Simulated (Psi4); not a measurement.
# CH5B2N (SMILES BB1CN1) at MP2/cc-pVDZ (density fitting, density fitting for correlation, sweep point 1)

Wanted: the energy of CH5B2N. The job is set up through a Python script.

Program for the calculation: Psi4 1.11.

7 further runs of the same task are left out: 7 set aside as unsound or not needed.

### 1 The structure to begin with

CH5B2N: 9 atoms, total charge 0, spin state singlet. As SMILES, `BB1CN1`. Geometry: relaxed at PBE0-D4/def2-TZVP.

Bond lengths: B1–B2 1.632 Å, B2–C3 1.590 Å, B2–N4 1.356 Å, C3–N4 1.443 Å, B1–H5 1.198 Å, B1–H6 1.197 Å, C3–H7 1.088 Å, C3–H8 1.090 Å, N4–H9 1.003 Å. Some angles: B1–B2–C3 146.8°, B1–B2–N4 155.1°, C3–B2–N4 58.0°, B2–C3–N4 52.8°, B2–N4–C3 69.2°, B2–B1–H5 121.0°, B2–B1–H6 122.0°, B2–C3–H7 121.4°, B2–C3–H8 118.9°, N4–C3–H7 116.7°.

### 2 A single-point energy at MP2/cc-pVDZ (density fitting, density fitting for correlation, sweep point 1)

File run.py:

```python
import psi4

psi4.set_memory(1600000000)
psi4.set_num_threads(1)
psi4.set_output_file('run.log', False)

molecule = psi4.geometry("""
0 1
B     -0.727500     1.327800    -0.994400
B     -0.166400     0.197400     0.041000
C      0.575300    -1.198500     0.211800
N      0.142600    -0.307600     1.260600
H      0.018000     2.098200    -1.529000
H     -1.879100     1.377000    -1.318200
H      0.039400    -2.141000     0.119200
H      1.640700    -1.259400    -0.010100
H      0.445400    -0.140300     2.202200
units angstrom
symmetry c1
""")

psi4.set_options({
    'basis': 'cc-pVDZ',
    'scf_type': 'df',
    'num_frozen_docc': 4,
})

energy_value, wavefunction = psi4.energy('mp2', molecule=molecule, return_wfn=True)
print(f'mp2 energy: {energy_value:.10f} Eh')
for k, v in sorted(psi4.core.scalar_variables().items()):
    print(f'{k:45s} {v:18.10f}')
```

Command:

```bash
$ python run.py
```

run.log:

```text
[...]
  Running in c1 symmetry.
[...]
  Nuclear repulsion =   90.442177182742469
[...]
  Multiplicity = 1
[...]
  Nalpha       = 14
  Nbeta        = 14
[...]
    Number of basis functions: 81
[...]
   @DF-RHF iter   1:  -144.46307235056969   -8.10225e-01   4.35486e-03 DIIS/ADIIS
[...]
   @DF-RHF iter  12:  -144.54343198684401   -1.19087e-11   8.34350e-09 DIIS
[...]
    Orbital Energies [Eh]
    ---------------------
    Doubly Occupied:
       1A    -15.560168     2A    -11.241512     3A     -7.602420
       4A     -7.590241     5A     -1.219715     6A     -0.869884
       7A     -0.740790     8A     -0.701468     9A     -0.603986
      10A     -0.553540    11A     -0.490627    12A     -0.470005
      13A     -0.401010    14A     -0.374303
[...]
  @DF-RHF Final Energy:  -144.54343198684401
   => Energetics <=
    Nuclear Repulsion Energy =             90.4421771827424692
    One-Electron Energy =                -373.1318796416805981
    Two-Electron Energy =                 138.1462704720941304
    Total Energy =                       -144.5434319868440127
[...]
 Multipole Moments:
 ------------------------------------------------------------------------------------
     Multipole            Electronic (a.u.)      Nuclear  (a.u.)        Total (a.u.)
 ------------------------------------------------------------------------------------
 L = 1.  Multiply by 2.5417464519 to convert [e a0] to [Debye]
 Dipole X            :         -0.9181374            1.1352178            0.2170804
 Dipole Y            :          1.4765690           -1.4122346            0.0643344
 Dipole Z            :          0.4587462           -0.0761282            0.3826180
 Magnitude           :                                                    0.4445889
[...]
```

Standard output:

```text
mp2 energy: -145.0062193467 Eh
CURRENT CORRELATION ENERGY                         -0.4627873598
CURRENT ENERGY                                   -145.0062193467
CURRENT REFERENCE ENERGY                         -144.5434319868
CUSTOM SCS-MP2 CORRELATION ENERGY                  -0.4622406273
CUSTOM SCS-MP2 TOTAL ENERGY                      -145.0056726142
DD SOLVATION ENERGY                                 0.0000000000
HF KINETIC ENERGY                                 144.5083134067
HF POTENTIAL ENERGY                              -289.0517453936
HF TOTAL ENERGY                                  -144.5434319868
HF VIRIAL RATIO                                     2.0002430212
MP2 CORRELATION ENERGY                             -0.4627873598
MP2 DOUBLES ENERGY                                 -0.4627873598
MP2 OPPOSITE-SPIN CORRELATION ENERGY               -0.3553594316
MP2 SAME-SPIN CORRELATION ENERGY                   -0.1074279282
MP2 SINGLES ENERGY                                 -0.0000000000
MP2 TOTAL ENERGY                                 -145.0062193467
NUCLEAR REPULSION ENERGY                           90.4421771827
ONE-ELECTRON ENERGY                              -373.1318796417
PCM POLARIZATION ENERGY                             0.0000000000
PE ENERGY                                           0.0000000000
SCF ITERATION ENERGY                             -144.5434319868
SCF ITERATIONS                                     12.0000000000
SCF TOTAL ENERGY                                 -144.5434319868
SCS-MP2 CORRELATION ENERGY                         -0.4622406273
SCS-MP2 TOTAL ENERGY                             -145.0056726142
TWO-ELECTRON ENERGY                               138.1462704721
```

Run time: 2.4 s. Hardware: 1 thread of Intel Xeon Platinum 8488C (Sapphire Rapids), shared host; peak memory 0.22 GiB.

### 3 Summary of results

At MP2/cc-pVDZ (density fitting, density fitting for correlation, sweep point 1), 4 core orbitals frozen:

| quantity | value |
| --- | --- |
| total energy | -145.00622 Eh |
| HOMO energy (Hartree–Fock orbitals) | -10.19 eV |
| LUMO energy (Hartree–Fock orbitals) | 1.93 eV |
| HOMO–LUMO gap (Hartree–Fock orbitals) | 12.11 eV |
| correlation energy (4 core orbitals frozen) | -462.8 mEh |
